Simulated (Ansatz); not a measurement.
# AlGeH4F (SMILES [F][AlH][GeH3]) at PBE/def2-SVPD

Aim: the electronic atomisation energy of AlGeH4F at PBE/def2-SVPD, from 5 runs. 

The results are computed with Ansatz 0.2.0.

47 further runs of the same task are left out: 47 set aside as unsound or not needed.

### Step 1. The structure to begin with

The species is AlGeH4F (7 atoms), meant as a singlet with charge 0. As SMILES, `[F][AlH][GeH3]`. The coordinates come from a PBE0-D4/def2-TZVP relaxation.

Bond lengths: F1–Al2 1.652 Å, Al2–Ge3 2.469 Å, Al2–H4 1.581 Å, Ge3–H5 1.542 Å, Ge3–H6 1.538 Å, Ge3–H7 1.540 Å. Angles: F1–Al2–Ge3 116.9°, F1–Al2–H4 116.2°, Ge3–Al2–H4 126.9°, Al2–Ge3–H5 110.5°, Al2–Ge3–H6 112.6°, Al2–Ge3–H7 111.5°, H5–Ge3–H6 107.3°, H5–Ge3–H7 106.7°, H6–Ge3–H7 107.9°.

### Step 2. A single-point energy at PBE/def2-SVPD

job.yaml reads:

```yaml
crystal:
  periodic: [false, false, false]
  atoms:
    - symbol: F
      position_ang: [-2.002000, -1.487800, 0.716500]
    - symbol: Al
      position_ang: [-0.491500, -1.327100, 0.066600]
    - symbol: Ge
      position_ang: [0.428200, 0.960300, -0.065100]
    - symbol: H
      position_ang: [0.204000, -2.659900, -0.422600]
    - symbol: H
      position_ang: [0.095700, 1.599200, -1.428000]
    - symbol: H
      position_ang: [-0.136400, 1.887000, 1.024800]
    - symbol: H
      position_ang: [1.963300, 0.960200, 0.062300]
basis:
  gaussian:
    orbitals: def2-SVPD
hamiltonian:
  xc: {name: PBE}
accuracy: high
output:
  orbitals: {seedname: orbitals}
```

Command:

```
$ ansatz run job.yaml --threads 1 --pin off --max-ram 3480MiB --events-out events.jsonl --progress --plain --runs-dir runs
```

The log of the run:

```text
Warning: RAYON_NUM_THREADS=1 ignored (pool sized by the plan → 1); use --threads N
Functional definition: PBE
  name "PBE"
  parameter kappa = 0.804
  parameter beta = 0.06672455060314922
  exchange = pbe_x(kappa = kappa, mu = beta*pi^2/3)
  correlation = pbe_c(beta = beta)
2296 factors; integrals over basis functions are off by at most 4.5e-9 eV
mean field evaluation 1: about -65869.0977 eV, gradient 4.5e1 eV
mean field evaluation 2: about -65847.7367 eV, gradient 1.2e2 eV
mean field evaluation 4: about -65872.6049 eV, gradient 4.6e0 eV
mean field evaluation 8: about -65872.6341 eV, gradient 1.1e-1 eV
mean field evaluation 16: about -65872.6341 eV, gradient 6.4e-6 eV
mean field -65872.63409163 eV, -2420.7746527924 hartree, gradient 4.5e-8 eV, S^2 0.000000; 0 other end points of the search recorded, 0 dependent functions left out
reference -65872.63409665 eV, -2420.7746529769 hartree; 29, 29 occupied and 88, 88 virtual orbitals, 2296 factors
Total energy: -65872.63409665 eV, -2420.7746529769 hartree
```

Wall time 9.9 s (1 thread of Arm Neoverse V1, shared host); peak memory 0.33 GiB.

### Step 3. The Al atom, same level

input.yaml reads:

```yaml
crystal:
  periodic: [false, false, false]
  atoms:
    - symbol: Al
      position_ang: [0.000000, 0.000000, 0.000000]
basis:
  gaussian: {orbitals: def2-SVPD}
magnetization: {spin_polarized: true, initial_magnetization: 1}
hamiltonian: {xc: pbe}
accuracy: high
```

Run the same way, it converges to -242.14242 Eh (log not shown).

### Step 4. The F atom

run.yaml reads:

```yaml
crystal:
  periodic: [false, false, false]
  atoms:
    - {symbol: F, position_ang: [0.000000, 0.000000, 0.000000]}
basis:
  gaussian:
    orbitals: def2-SVPD
magnetization:
  spin_polarized: true
  initial_magnetization: 1
hamiltonian:
  xc: {name: PBE}
accuracy: high
```

Run the same way, it converges to -99.55393 Eh (log not shown).

### Step 5. The Ge atom at the same level

input.yaml reads:

```yaml
crystal:
  periodic: [false, false, false]
  atoms:
    - {symbol: Ge, position_ang: [0.000000, 0.000000, 0.000000]}
basis:
  gaussian: {orbitals: def2-SVPD}
magnetization: {spin_polarized: true, initial_magnetization: 2}
hamiltonian: {xc: {name: PBE}}
accuracy: high
```

Run the same way, it converges to -2076.34158 Eh (log not shown).

### Step 6. The H atom, same level

job.yaml reads:

```yaml
crystal:
  periodic: [false, false, false]
  atoms:
    - {symbol: H, position_ang: [0.000000, 0.000000, 0.000000]}
basis:
  gaussian:
    orbitals: def2-SVPD
magnetization:
  spin_polarized: true
  initial_magnetization: 1
hamiltonian:
  xc: pbe
accuracy: high
```

Run the same way, it converges to -0.49863 Eh (log not shown).

### Step 7. Outcome

Level: PBE/def2-SVPD.

```
                     quantity           value
       molecule: total energy  -2420.77465 Eh
        molecule: HOMO energy        -6.78 eV
        molecule: LUMO energy        -2.52 eV
      molecule: HOMO–LUMO gap         4.26 eV
        Al atom: total energy   -242.14242 Eh
                Al atom: ⟨S²⟩           0.755
         F atom: total energy    -99.55393 Eh
                 F atom: ⟨S²⟩           0.751
        Ge atom: total energy  -2076.34158 Eh
                Ge atom: ⟨S²⟩           2.002
         H atom: total energy     -0.49863 Eh
                 H atom: ⟨S²⟩           0.750
electronic atomisation energy       20.196 eV
```

In words: Taking the molecule apart into free atoms costs 20.20 eV (466 kcal/mol), before zero-point energy and without spin-orbit coupling.
